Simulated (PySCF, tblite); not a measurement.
# C₈H₇Si radical: geometry, infrared bands and EPR parameters

Aim: predict the infrared bands and EPR parameters of C₈H₇Si radical (`C#C[SiH2]c1[c]cccc1`).

Programs: tblite 0.8.0 and PySCF 2.14.0, with density-fitted response routines of our own. Each step states its level of theory. These are calculated values for one molecule in the gas phase, unless marked as measured. Atoms are numbered from 0 throughout.

**1. The starting structure**

16 atoms, charge 0, multiplicity 2; geometry from: force field or distance geometry start.

Bonds of the start (Å): C0–C1 1.22, C1–Si2 1.86, Si2–C3 1.87, C3–C4 1.39, C4–C5 1.39, C5–C6 1.39, C6–C7 1.40, C7–C8 1.40, C8–C3 1.42, C0–H9 1.06, Si2–H10 1.49, Si2–H11 1.48, C5–H12 1.08, C6–H13 1.08, C7–H14 1.09, C8–H15 1.09.

**2. Optimising the geometry with GFN2-xTB**

The job: settings as JSON, then the geometry in Å.

```
{"job": {"kind": "relax", "xc": "GFN2-xTB", "basis": "xTB"}, "charge": 0, "multiplicity": 2}
C      3.710000    -0.386300     1.265100
C      2.932600    -0.338700     0.330200
Si     1.749000    -0.282900    -1.102500
C     -0.006900     0.039100    -0.537500
C     -0.766200     1.010800    -1.170800
C     -2.080900     1.281400    -0.791800
C     -2.648700     0.572500     0.257300
C     -1.903300    -0.406700     0.923700
C     -0.590100    -0.684600     0.529600
H      4.375400    -0.417800     2.092200
H      1.779300    -1.576000    -1.835300
H      2.158300     0.780100    -2.054200
H     -2.648000     2.050200    -1.298500
H     -3.666900     0.777300     0.564400
H     -2.358900    -0.959000     1.742300
H     -0.042400    -1.450500     1.074400
```

Launch:

```console
> OMP_NUM_THREADS=1 python probes_run.py task.json out
```

This one command runs all jobs of the session in turn.

The program printed:

```text
step      E/eV     max force
  0    -604.69155    1.955
  1    -604.73413    2.992
  2    -604.76392    1.682
  3    -604.79388    0.528
  4    -604.80065    0.223
  5    -604.80486    0.237
  6    -604.80660    0.118
  7    -604.80919    0.152
  8    -604.81111    0.129
  9    -604.81230    0.093
 10    -604.81299    0.099
 11    -604.81357    0.071
 12    -604.81399    0.056
 13    -604.81418    0.035
 14    -604.81427    0.026
 15    -604.81435    0.023
 16    -604.81444    0.026
 17    -604.81453    0.022
 18    -604.81461    0.021
 19    -604.81469    0.023
 20    -604.81479    0.026
 21    -604.81491    0.030
 22    -604.81506    0.037
 23    -604.81522    0.038
 24    -604.81540    0.032
 25    -604.81558    0.032
 26    -604.81575    0.039
 27    -604.81588    0.032
 28    -604.81599    0.024
 29    -604.81611    0.024
 30    -604.81625    0.029
 31    -604.81640    0.036
 32    -604.81658    0.047
 33    -604.81679    0.060
 34    -604.81702    0.050
 35    -604.81721    0.033
 36    -604.81734    0.022
 37    -604.81745    0.032
 38    -604.81754    0.033
 39    -604.81761    0.021
 40    -604.81767    0.027
 41    -604.81773    0.027
 42    -604.81780    0.031
 43    -604.81789    0.028
 44    -604.81795    0.016
 45    -604.81799    0.021
 46    -604.81804    0.022
 47    -604.81811    0.026
 48    -604.81818    0.022
 49    -604.81822    0.014
 50    -604.81825    0.014
 51    -604.81828    0.018
 52    -604.81834    0.027
 53    -604.81841    0.026
 54    -604.81848    0.018
 55    -604.81853    0.016
 56    -604.81857    0.017
 57    -604.81863    0.027
 58    -604.81873    0.031
 59    -604.81883    0.023
 60    -604.81889    0.018
 61    -604.81893    0.013
 62    -604.81895    0.012
 63    -604.81897    0.011
 64    -604.81899    0.008
```

Wall time 0.74 s (1 thread of Arm Neoverse N1, shared host); peak memory 0.18 GiB.

Step by step: (not every step is listed)

| step | energy from step 0 (eV) | largest force (eV/Å) |
| --- | --- | --- |
| 0 | 0.0000 | 1.9555 |
| 1 | -0.0426 | 2.9925 |
| 2 | -0.0724 | 1.6823 |
| 3 | -0.1023 | 0.5276 |
| 4 | -0.1091 | 0.2227 |
| 5 | -0.1133 | 0.2368 |
| 6 | -0.1150 | 0.1177 |
| 7 | -0.1176 | 0.1518 |
| 8 | -0.1196 | 0.1294 |
| 13 | -0.1226 | 0.0355 |
| 18 | -0.1231 | 0.0213 |
| 23 | -0.1237 | 0.0376 |
| 28 | -0.1244 | 0.0239 |
| 33 | -0.1252 | 0.0599 |
| 38 | -0.1260 | 0.0330 |
| 43 | -0.1263 | 0.0281 |
| 48 | -0.1266 | 0.0218 |
| 53 | -0.1269 | 0.0263 |
| 58 | -0.1272 | 0.0314 |
| 59 | -0.1273 | 0.0232 |
| 60 | -0.1273 | 0.0177 |
| 61 | -0.1274 | 0.0126 |
| 62 | -0.1274 | 0.0124 |
| 63 | -0.1274 | 0.0110 |
| 64 | -0.1274 | 0.0083 |

Close pairs (by a distance rule), those that changed most:

| bond | before (Å) | after (Å) | change (Å) |
| --- | --- | --- | --- |
| C4–C5 | 1.395 | 1.364 | -0.031 |
| C3–C4 | 1.386 | 1.363 | -0.023 |
| Si2–C3 | 1.872 | 1.893 | +0.021 |
| Si2–H11 | 1.484 | 1.465 | -0.020 |
| Si2–H10 | 1.487 | 1.470 | -0.017 |
| C7–C8 | 1.399 | 1.383 | -0.016 |
| C3–C8 | 1.415 | 1.400 | -0.015 |
| C0–C1 | 1.217 | 1.202 | -0.014 |

The final coordinates are the input of the step that follows.

**3. Vibrational analysis with GFN2-xTB**

The job: settings as JSON, then the geometry in Å.

```
{"job": {"kind": "ir", "xc": "GFN2-xTB", "basis": "xTB"}, "charge": 0, "multiplicity": 2}
C      3.538435    -0.405487     1.291080
C      2.853251    -0.361858     0.303907
Si     1.762454    -0.287185    -1.190705
C      0.005995     0.045433    -0.567891
C     -0.803595     0.969581    -1.159137
C     -2.081066     1.271963    -0.789713
C     -2.605503     0.567183     0.292413
C     -1.830051    -0.384025     0.934971
C     -0.538691    -0.649359     0.518249
H      4.142342    -0.442449     2.152514
H      1.817525    -1.593917    -1.861743
H      2.195006     0.805356    -2.065014
H     -2.672040     2.019526    -1.298535
H     -3.614182     0.770023     0.624541
H     -2.240409    -0.926397     1.775575
H      0.062930    -1.389444     1.028079
```

The program printed:

```text
mode    cm-1     km/mol
  1      -9.0      0.08
  2      62.4      0.08
  3     142.2      1.22
  4     183.6      1.35
  5     208.3      1.39
  6     267.9      8.63
  7     342.9      0.83
  8     380.1     16.50
  9     412.3     14.69
 10     488.8    105.35
 11     560.7      1.28
 12     581.0      2.48
 13     621.6      5.76
 14     649.4     14.33
 15     666.5     48.05
 16     679.1     25.24
 17     684.3     42.30
 18     730.9    319.74
 19     741.6     68.30
 20     765.9    265.72
 21     853.9      0.05
 22     889.9      0.14
 23     907.4      0.06
 24     933.5     13.46
 25    1074.2      0.18
 26    1129.1      0.21
 27    1147.3     34.96
 28    1165.5      0.22
 29    1215.9      2.36
 30    1283.7      0.49
 31    1384.9      1.87
 32    1430.7     10.93
 33    1516.8     11.91
 34    1596.2     21.81
 35    2197.7    362.22
 36    2206.8     33.08
 37    2245.2    289.62
 38    3050.3      9.35
 39    3056.1     19.93
 40    3064.9     74.56
 41    3073.2     52.46
 42    3350.3      2.72
```

Run time: 0.98 s. Hardware: 1 thread of Arm Neoverse N1, shared host; peak memory 0.18 GiB.

Which atoms move in the most intense modes:

```csv
cm⁻¹,km/mol,atoms
489,105.3,"H11 28 %, H10 27 %, Si2 18 %"
731,319.7,"Si2 28 %, H11 15 %, H10 13 %"
742,68.3,"H13 23 %, H14 17 %, H12 16 %, H15 10 %"
766,265.7,"H10 46 %, H11 46 %"
2198,362.2,H10 94 %
2245,289.6,H11 96 %
3065,74.6,"H12 58 %, H14 26 %"
3073,52.5,"H14 43 %, H13 26 %, H12 18 %"
```

**4. EPR parameters: B3LYP/pcH-1**

The job, as its differences from that of step 3:

```diff
@@ -1,2 +1,2 @@
-{"job": {"kind": "ir", "xc": "GFN2-xTB", "basis": "xTB"}, "charge": 0, "multiplicity": 2}
+{"job": {"kind": "epr", "basis": "pcH-1"}, "charge": 0, "multiplicity": 2}
 C      3.538435    -0.405487     1.291080
```

Level: UKS B3LYP, pcH-1 on C H Si, non-relativistic, mean-field spin-orbit, GIAO.

The program printed:

```text
UKS, coarse grid
  cycle   1  E = -598.37801821  |g| = 3.71e-01
  cycle   2  E = -598.36588852  |g| = 3.99e-01
  cycle   3  E = -598.44505231  |g| = 8.20e-02
  cycle   4  E = -598.44638412  |g| = 6.45e-02
  cycle   5  E = -598.44852147  |g| = 1.09e-02
  cycle   6  E = -598.44857655  |g| = 6.73e-03
  cycle   7  E = -598.44860638  |g| = 1.99e-03
  cycle   8  E = -598.44861247  |g| = 1.27e-03
  cycle   9  E = -598.44861516  |g| = 5.52e-04
UKS, final grid
  cycle   1  E = -598.44863892  |g| = 6.03e-04
  cycle   2  E = -598.44863890  |g| = 9.50e-04
  cycle   3  E = -598.44863939  |g| = 2.14e-04
  cycle   4  E = -598.44863947  |g| = 1.99e-04
  cycle   5  E = -598.44863956  |g| = 1.09e-04
  cycle   6  E = -598.44863957  |g| = 2.34e-05
E = -598.44863957 Eh   <S^2> = 0.7566 (exact 0.7500)
g shifts (ppm)      1          2          3
  rmc          -168       -168       -168
  gc             27         13        -10
  oz_so        -724        -51        630
  total        -865       -206        452
hyperfine (MHz)  atom isotope    a_iso     a_fc   dipolar eigenvalues
    0   13C       0.77       0.77     -0.38      0.03      0.34
    1   13C       2.44       2.44     -0.45     -0.33      0.78
    2  29Si     -52.70     -52.75     -7.92      3.78      4.13
    3   13C      32.60      32.61    -13.19     -1.54     14.73
    4   13C     394.75     394.88    -77.64    -61.70    139.33
    5   13C      19.76      19.77    -13.95     -2.80     16.75
    6   13C      46.12      46.13     -6.24     -2.40      8.64
    7   13C      -7.53      -7.54     -6.04      2.13      3.91
    8   13C      53.11      53.12     -6.87     -3.03      9.90
    9    1H      -0.12      -0.12     -0.44     -0.33      0.77
   10    1H       2.43       2.43     -1.53     -1.37      2.91
   11    1H      -1.02      -1.02     -3.16     -2.41      5.57
   12    1H      51.87      51.87     -6.90     -5.66     12.56
   13    1H      16.38      16.38     -3.08     -2.19      5.27
   14    1H       7.82       7.82     -1.58      0.24      1.35
   15    1H      13.04      13.04     -3.34     -2.25      5.59
```

Wall time 3.3 min (1 thread of Arm Neoverse N1, shared host); peak memory 0.97 GiB.

Principal g values 2.00145, 2.00211, 2.00277; g(iso) = 2.00211, against 2.00232 for a free electron.

Hyperfine couplings; where a row names several nuclei, a(iso) is their mean (it holds for fast rotation or exchange) and the dipolar term the largest among them:

```csv
nuclei,isotope,a(iso) (MHz),"a(iso) (G, at g = 2.0023)",largest dipolar term (MHz)
C4,13C,394.8,140.9,139.3
C8,13C,53.1,19.0,9.9
Si2,29Si,-52.7,-18.8,-7.9
H12,1H,51.9,18.5,12.6
C6,13C,46.1,16.5,8.6
C3,13C,32.6,11.6,14.7
C5,13C,19.8,7.1,16.7
H13,1H,16.4,5.8,5.3
H15,1H,13.0,4.7,5.6
H14,1H,7.8,2.8,-1.6
C7,13C,-7.5,-2.7,-6.0
C1,13C,2.4,0.9,0.8
C0,13C,0.8,0.3,-0.4
"H10, H11",1H,0.7,0.3,5.6
```

Mulliken spin populations:

C0 0.00; C1 0.00; Si2 0.02; C3 -0.08; C4 0.99; C5 -0.07; C6 0.06; C7 -0.04; C8 0.06; H9 0.00; H10 0.00; H11 0.00; H12 0.02; H13 0.01; H14 0.00; H15 0.01

In first order the couplings over 0.8 MHz of 1H give 16 distinct lines over 31.8 G, if the averaged nuclei exchange fast.

The fields below are evaluated on a grid from the run's orbitals.

ELF in a plane through or near 7 of the atoms.

Values, 10 rows by 14 columns:
```
0.00 0.00 0.00 0.00 0.00 0.00 0.00 0.00 0.00 0.00 0.00 0.00 0.00 0.00
0.00 0.00 0.00 0.00 0.00 0.00 0.00 0.00 0.00 0.00 0.00 0.00 0.00 0.00
0.00 0.00 0.07 0.08 0.04 0.00 0.00 0.01 0.21 0.36 0.00 0.00 0.00 0.00
0.00 0.01 0.82 0.78 0.57 0.05 0.10 0.29 0.53 0.30 0.12 0.45 0.00 0.00
0.00 0.02 0.46 0.22 0.85 0.31 0.14 0.62 0.50 0.72 0.99 0.99 0.02 0.00
0.00 0.01 0.42 0.78 0.24 0.54 0.59 0.61 0.09 0.90 0.37 0.19 0.00 0.00
0.00 0.00 0.03 0.14 0.26 0.37 0.35 0.74 0.22 0.36 0.97 0.10 0.00 0.00
0.00 0.00 0.00 0.01 0.96 1.00 0.21 0.75 0.84 0.13 0.93 0.13 0.00 0.00
0.00 0.00 0.00 0.01 0.93 1.00 0.14 0.07 0.20 0.00 0.00 0.00 0.00 0.00
0.00 0.00 0.00 0.00 0.00 0.02 0.00 0.00 0.00 0.00 0.00 0.00 0.00 0.00
```
The map spans 13.7 Å across and 10.1 Å up, centred on the molecule. Atoms in the plane (x, y in Å): C0 (-3.6, 0.9), C1 (-2.9, 0.1), C4 (1.0, -1.3), C5 (2.3, -1.0), C6 (2.7, 0.4), H11 (-1.9, -2.5), H13 (3.7, 0.7).

log10 of the density (e/Å³) in the same plane.

Values, 10 rows by 14 columns:
```
-4.0 -4.0 -4.0 -4.0 -4.0 -4.0 -4.0 -4.0 -4.0 -4.0 -4.0 -4.0 -4.0 -4.0
-4.0 -4.0 -4.0 -4.0 -4.0 -4.0 -4.0 -4.0 -3.5 -3.5 -4.0 -4.0 -4.0 -4.0
-4.0 -3.7 -2.5 -2.1 -2.5 -3.2 -2.9 -2.4 -1.8 -1.7 -2.8 -3.7 -4.0 -4.0
-4.0 -2.8 -1.1 -0.5 -1.1 -2.0 -1.8 -1.2 -0.7 -0.8 -1.5 -2.1 -3.5 -4.0
-4.0 -2.6 -1.0  0.5  0.1 -1.1 -1.2 -0.5 -0.4  0.1  0.1 -1.0 -2.9 -4.0
-4.0 -3.0 -1.6 -0.4  0.4 -0.6 -0.6 -0.2 -0.7  0.2 -0.4 -1.7 -3.3 -4.0
-4.0 -4.0 -2.6 -1.7 -0.9 -0.5 -0.8 -0.1  0.4  0.3 -0.3 -2.1 -3.9 -4.0
-4.0 -4.0 -3.9 -2.5 -1.0  0.0 -1.3 -1.1 -0.8 -1.2 -1.2 -2.5 -4.0 -4.0
-4.0 -4.0 -4.0 -3.1 -1.9 -1.4 -2.2 -2.4 -2.4 -2.9 -3.1 -3.8 -4.0 -4.0
-4.0 -4.0 -4.0 -4.0 -3.3 -3.0 -3.4 -4.0 -4.0 -4.0 -4.0 -4.0 -4.0 -4.0
```
The map spans 13.7 Å across and 10.1 Å up, centred on the molecule. Atoms in the plane (x, y in Å): C0 (-3.6, 0.9), C1 (-2.9, 0.1), C4 (1.0, -1.3), C5 (2.3, -1.0), C6 (2.7, 0.4), H11 (-1.9, -2.5), H13 (3.7, 0.7).

On the surface of density 0.002 e/bohr³ the electrostatic potential runs, from the 1st to the 99th percentile, from -0.76 V near C1 to 1.46 V near H9.

The spin density lies nearest to C4 73 %.

**5. Summary of results**

```
                                 quantity                  value
strongest single infrared mode (GFN2-xTB)  2198 cm⁻¹, 362 km/mol
             zero-point energy (GFN2-xTB)          68.5 kcal/mol
                           g(iso) (B3LYP)                2.00211
                                     ⟨S²⟩     0.757 (exact 0.75)
       largest a(iso) (averaged by class)   13C on C4, 394.8 MHz
    surface potential, 1st and 99th percentile     -0.76 V and 1.46 V
```

What this shows: Relaxing lowered the energy by 0.127 eV in 64 steps; the close pair that moved most is C4–C5, from 1.395 to 1.364 Å. The lowest mode is slightly imaginary (9i cm⁻¹), a soft motion within the noise of the Hessian, so the minimum is not strictly shown. The strongest single mode, at 2198 cm⁻¹, moves mainly H10. Unscaled tight-binding wavenumbers are off by several per cent, some by more. Its intensities can rank the bands wrongly. C4 carries the largest spin population, 0.99 e. The isotropic g lies 0.2 ppt below the free-electron value.
